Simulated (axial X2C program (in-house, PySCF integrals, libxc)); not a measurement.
# SnP⁻: bond curves with and without spin–orbit coupling, part 2 of 2

Computed with an in-house X2C program for linear molecules on PySCF integrals; all-electron X2C, Sn dyall-acv3z, P dyall-av3z. Earlier steps stand in the parts before.

## (9) PBE0, 2c

State followed: Ω = 0 (closed shell). The scan is laid around 2.265 Å, a first estimate of the minimum, and this SCF restarts from the orbitals of the search.

Output at 2.265 Å:

```text
two-component X2C + atomic mean field  PBE0
basis functions 207  fitting functions 1060  grid points 5081
iter        total energy     max residual
   1      -6510.890558453     4.02e+00
   2      -6515.594481702     4.81e-02
   3      -6514.876050317     1.33e-01
   4      -6515.631889828     4.95e-02
   5      -6515.732147757     6.62e-03
   6      -6515.734215414     2.68e-03
   7      -6515.734227342     1.66e-03
   8      -6515.734327799     1.18e-04
   9      -6515.734328180     9.03e-05
  10      -6515.734328422     8.13e-06
  11      -6515.734328426     4.14e-06
  12      -6515.734328427     1.85e-06
converged
one-electron -9321.28571508  Coulomb 2823.52668354  exact exchange -46.66606646  xc functional -142.96660398  nuclear repulsion 175.22424203  atomic mean-field constant -3.56686846
```

Along the bond, energies from the lowest point:

```
R (Å)  E (eV)  μ (D)  HOMO (eV)  LUMO (eV)  iterations
1.971  1.2302  -3.13      -0.80       2.84          13
2.061  0.5113  -3.54      -0.91       2.80          12
2.129  0.2023  -3.84      -0.97       2.76          13
2.197  0.0431  -4.13      -0.98       2.70          13
2.265  0.0000  -4.42      -0.91       2.62          12
2.344  0.0612  -4.73      -0.83       2.52          13
2.424  0.2110  -5.03      -0.76       2.40          14
2.526  0.4924  -5.40      -0.69       2.25          14
2.650  0.9191  -5.82      -0.62       2.06          15
2.831  1.6097  -6.37      -0.56       1.79          16
```

Dipoles are positive if P is the positive end and refer to the centre of mass.

Outer spinors at the reference distance:

```tsv
ω	occupied	ε (eV)	atomic character	λ mixture
3/2	yes	-23.40	100% Sn d	84% δ, 16% π
1/2	yes	-23.32	99% Sn d	56% π, 44% σ
5/2	yes	-22.42	100% Sn d	100% δ
1/2	yes	-22.33	99% Sn d	56% σ, 44% π
3/2	yes	-22.30	100% Sn d	84% π, 16% δ
1/2	yes	-10.39	56% P s, 20% Sn s, 10% Sn p	100% σ
1/2	yes	-5.56	44% Sn s, 24% P p, 15% P s	100% σ
1/2	yes	-1.16	44% P p, 39% Sn p, 8% Sn s	80% σ, 20% π
1/2	yes	-0.97	55% P p, 34% Sn p, 4% Sn d	80% π, 20% σ
3/2	yes	-0.91	59% P p, 32% Sn p, 4% Sn d	100% π
1/2	no	2.62	59% Sn p, 16% Sn d, 15% P p	99% π, 1% σ
3/2	no	2.67	67% Sn p, 14% Sn d, 11% P p	100% π
1/2	no	2.78	89% Sn p, 6% Sn s, 2% P p	100% σ
1/2	no	3.04	75% Sn s, 14% P p, 6% Sn p	99% σ, 1% π
```

PBE0 fields in the half plane through the axis: z from -2.4 to 4.5 Å across, distance from the axis 0.15 to 2.25 Å upwards; Sn lies at z = 0 and P at z = 2.265 Å; the ELF is damped to zero where the density is low.

log10 density (e/bohr³). Ten even steps from '0' (-3.86 ) to '9' (1.82 ):
```
000111122222222211111000
011122222222222222211100
111222333333333333222110
112233333333333333332211
122333444444444444433211
122334555544444444443221
123344577755455555443321
223345679765555886543321
```

ELF. Ten even steps from ' ' (0.01 ) to '@' (0.92 ):
```
    ..::----------------======----::::....      
  ::==++++++++++========++++++++======--::..    
::==**######**++++====++**************++==--..  
==**%%%%%%##**====--==++**######%%%%%%##**==::..
**%%@@@@%%**==::::::--++##%%%%%%%%@@@@%%%%**==::
##%%@@@@%%==::--==--::--##%%##++++%%@@@@@@##++--
%%@@@@@@**--==##%%##--::##%%........@@@@@@%%**--
%%@@@@@@**--**==%%==**::****..@@@@..##@@@@%%##==
```

Re = 2.261 Å, ωe = 465 cm⁻¹, ωexe = 1.1 cm⁻¹, Be = 0.134 cm⁻¹, De = 3.90 eV, μ = -4.40 D.

## (10) HF, 2c

Output at 2.265 Å:

```text
two-component X2C + atomic mean field  HF
basis functions 207  fitting functions 1060  grid points 5081
iter        total energy     max residual
   1      -6512.765923827     2.15e-01
   2      -6512.792367878     4.67e-03
   3      -6512.793228421     1.30e-03
   4      -6512.793345341     6.78e-04
   5      -6512.793378307     2.86e-04
   6      -6512.793388880     2.23e-04
   7      -6512.793393500     2.16e-04
   8      -6512.793396459     1.52e-04
   9      -6512.793401713     8.91e-05
  10      -6512.793404528     3.07e-05
  11      -6512.793404840     1.38e-05
  12      -6512.793404888     3.60e-06
  13      -6512.793404893     1.66e-06
  14      -6512.793404894     8.31e-07
converged
one-electron -9319.69877848  Coulomb 2821.99221928  exact exchange -186.74421925  xc functional 0.00000000  nuclear repulsion 175.22424203  atomic mean-field constant -3.56686846
```

No constants are quoted: the dipole of the solution doesn't run smoothly along the scan, a sign that its character may change, so the fit is set aside.

## (11) BP86, 2c

The SCF at the reference distance of 2.265 Å:

```text
two-component X2C + atomic mean field  BP86
basis functions 207  fitting functions 1060  grid points 5081
iter        total energy     max residual
   1      -6516.974539521     8.74e-02
   2      -6516.978076321     6.44e-03
   3      -6516.943984184     3.15e-02
   4      -6516.979424509     1.29e-03
   5      -6516.979475405     6.27e-04
   6      -6516.979476143     4.83e-04
   7      -6516.979484541     3.80e-05
   8      -6516.979484598     1.77e-05
   9      -6516.979484607     3.60e-06
  10      -6516.979484608     2.16e-07
converged
one-electron -9321.34065407  Coulomb 2823.56892323  exact exchange 0.00000000  xc functional -190.86512733  nuclear repulsion 175.22424203  atomic mean-field constant -3.56686846
```

Re = 2.295 Å, ωe = 430 cm⁻¹, ωexe = 1.15 cm⁻¹, Be = 0.1301 cm⁻¹, De = 4.37 eV, μ = -4.23 D.

## (12) MP2 and beyond, 2c

Correlated methods: 10 electrons correlated (frozen shells, counted by type: Sn 4 s, 3 p, 2 d; P 2 s, 1 p), 292 virtual spinors in MP2, 90 natural virtuals in coupled cluster.

Output of the correlated part at 2.265 Å:

```text
correlated 10  virtual 292  natural virtual 90  E(MP2) -0.253631520  MP2 remainder -0.009111851
iter   CCSD correlation   residual
   1     -0.243724349   1.85e-01
   2     -0.253214690   7.99e-02
   3     -0.256476343   3.21e-02
   4     -0.256624562   1.21e-02
   5     -0.256733734   5.47e-03
   6     -0.256722942   1.79e-03
   7     -0.256727785   8.43e-04
   8     -0.256736791   4.21e-04
   9     -0.256732909   1.96e-04
  10     -0.256734777   7.40e-05
  11     -0.256733434   3.48e-05
  12     -0.256733547   1.75e-05
  13     -0.256733568   9.46e-06
  14     -0.256733518   5.60e-06
  15     -0.256733554   2.71e-06
  16     -0.256733550   1.07e-06
(T) -0.020104063  T1 0.0326  D1 0.0542  max T2 0.096
```

MP2: No constants are quoted: the dipole of the HF reference doesn't run smoothly along the scan, a sign that its character may change, so the fit is set aside.

CCSD: No constants are quoted: the dipole of the HF reference doesn't run smoothly along the scan, a sign that its character may change, so the fit is set aside.

CCSD(T): No constants are quoted: the dipole of the HF reference doesn't run smoothly along the scan, a sign that its character may change, so the fit is set aside.

## (13) A higher determinant, 2c

State: Ω = 1 (excess of +ω over −ω: ω = -1/2, ω = 3/2).

Output at the reference distance:

```text
two-component X2C + atomic mean field  PBE0
basis functions 207  fitting functions 1060  grid points 5081
iter        total energy     max residual
   1      -6510.738515036     4.06e+00
   2      -6515.544173016     5.54e-02
   3      -6515.330420006     8.11e-02
   4      -6515.656495366     1.67e-02
   5      -6515.663615977     9.57e-03
   6      -6515.667268167     1.14e-03
   7      -6515.667322774     2.80e-04
   8      -6515.667324980     1.69e-04
   9      -6515.667325778     4.42e-05
  10      -6515.667325897     2.58e-05
  11      -6515.667325945     1.13e-05
  12      -6515.667325959     5.40e-06
  13      -6515.667325962     6.46e-07
  14      -6515.667325962     1.65e-07
converged
one-electron -9320.72948450  Coulomb 2823.05734636  exact exchange -46.67815871  xc functional -142.97440268  nuclear repulsion 175.22424203  atomic mean-field constant -3.56686846
```

| R (Å) | E above the lowest PBE0 point (eV) |
| --- | --- |
| 1.971 | 4.047 |
| 2.061 | 3.004 |
| 2.129 | 2.462 |
| 2.197 | 2.080 |
| 2.265 | 1.823 |
| 2.344 | 1.649 |
| 2.424 | 1.577 |
| 2.526 | 1.593 |
| 2.650 | 1.725 |

Re = 2.457 Å, ωe = 342 cm⁻¹, ωexe = 1.11 cm⁻¹, Be = 0.1134 cm⁻¹, μ = -3.31 D. Te = 1.57 eV. As a difference of two determinants it need not be a gap between pure terms.

## (14) The 2c curves together

Energy (eV) of the followed determinant, 2c, from each level's lowest point:

```
R (Å)   PBE0  HF (dipole not smooth)  MP2 (HF's dipole not smooth)  CCSD (HF's dipole not smooth)  CCSD(T) (HF's dipole not smooth)   BP86
1.971  1.230                   1.181                         1.565                            n/a                               n/a  1.385
2.061  0.511                   0.455                         0.736                          0.642                             0.719  0.625
2.129  0.202                   0.155                         0.352                          0.283                             0.338  0.281
2.197  0.043                   0.015                         0.121                          0.081                             0.113  0.084
2.265  0.000                   0.000                         0.010                          0.000                             0.007  0.000
2.344  0.061                   0.102                         0.000                          0.023                             0.000  0.012
2.424  0.211                   0.297                         0.107                          0.139                             0.086  0.110
2.526  0.492                   0.629                         0.478                          0.381                             0.296  0.324
2.650  0.919                   1.066                         1.212                            n/a                               n/a  0.668
2.831  1.610                   1.645                         2.283                            n/a                               n/a  1.240
```

Time for the job: 2.1 min (1 thread of Arm Neoverse V2, shared host); peak memory 0.68 GiB.

## (15) Constants

This closing draws on all 2 parts.

Lowest determinant that the search found at its distance, spin-free: M_S = 0, Λ = 0 (closed shell).

Lowest determinant that the search found at its distance, 2c: Ω = 0 (closed shell).

```
Hamiltonian    level  Re (Å)  ωe (cm⁻¹)  De (eV)  μ (D)
  spin-free     PBE0   2.260        467     3.92  -4.39
  spin-free       HF   2.238        507    1.000  -4.85
  spin-free      MP2   2.323        407     4.03    n/a
  spin-free     CCSD   2.286        454     3.51    n/a
  spin-free  CCSD(T)   2.309        429     3.88    n/a
  spin-free     BP86   2.294        431     4.39  -4.21
         2c     PBE0   2.261        465     3.90  -4.40
         2c     BP86   2.295        430     4.37  -4.23
```

Dipoles are positive if P is the positive end and refer to the centre of mass. No constants: 2c HF (the dipole of the solution doesn't run smoothly along the scan, a sign that its character may change, so the fit is set aside); 2c MP2 (the dipole of the HF reference doesn't run smoothly along the scan, a sign that its character may change, so the fit is set aside); 2c CCSD (the dipole of the HF reference doesn't run smoothly along the scan, a sign that its character may change, so the fit is set aside); 2c CCSD(T) (the dipole of the HF reference doesn't run smoothly along the scan, a sign that its character may change, so the fit is set aside).

Time per point (s) on 1 thread of Arm Neoverse V2, shared host (2c runs); the times are rough: PBE0 0.64, BP86 0.33.

**Reading.** At PBE0, going from spin-free to two-component changes Re by +1 mÅ, ωe by -0.3 %; the spin-free picture holds up (part of it comes from the scalar share of the two-electron terms). De moves by -0.02 eV; both De rest on single-determinant atoms, which can miss part of an open shell's spin–orbit lowering.

De refers to Sn- + P, each in the lowest determinant found, which need not be this curve's own limit. Each curve is one determinant whose occupation by symmetry is held fixed; it was picked as the lowest of a PBE0 search that is not exhaustive. Closed shells are restricted here (equal orbitals for both partners), which fails at long range if the bond breaks into open shells. Dissociation energies refer to the lowest single-determinant-based atoms at the same level and basis. CCSD and (T) use frozen natural virtuals with an MP2 correction for the truncation. With the outer-core shells frozen, correlated bond lengths of heavy atoms tend to come out a few hundredths of an ångström too long. T1 at Re is 0.023 (Lee–Taylor), above the customary mark of 0.02.
